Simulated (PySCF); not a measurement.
# CH7PSn: the cost of one run

Computed with PySCF 2.14.0 and routines of our own; the level stands in each step. Atoms count from 0.

## 1. The system as given

10 atoms, charge 0, multiplicity 1; geometry from: GFN2-xTB.

## 2. Relaxing the molecule at PBE0-D3(BJ)/def2-SVP

What the job is given:

```
{"job": {"xc": "PBE0", "basis": "def2-SVP", "d3": "d3bj", "grid": 1, "maxiter": 30, "shake": 0.01, "kind": "geom"}, "charge": 0, "multiplicity": 1}
C     -1.630130    -0.576270    -0.141540
Sn     0.102860     0.717960    -0.067080
P      2.015470    -0.478770     0.964770
H     -2.494220     0.031300    -0.406280
H     -1.810210    -1.018030     0.811900
H     -1.524260    -1.327280    -0.887470
H      0.407970     1.388990    -1.605070
H     -0.229100     2.091650     0.864840
H      2.237650    -1.287690    -0.106090
H      2.974400     0.437200     0.550960
```

Run with:

```sh
OMP_NUM_THREADS=1 python heavy_run.py task.json out
```

This one command runs all jobs of the session in turn.

Q: Estimate the wall time and peak memory of this first job on 1 thread of AMD EPYC 9B45, shared host.

About 11 s, with a peak of 0.4 GiB.
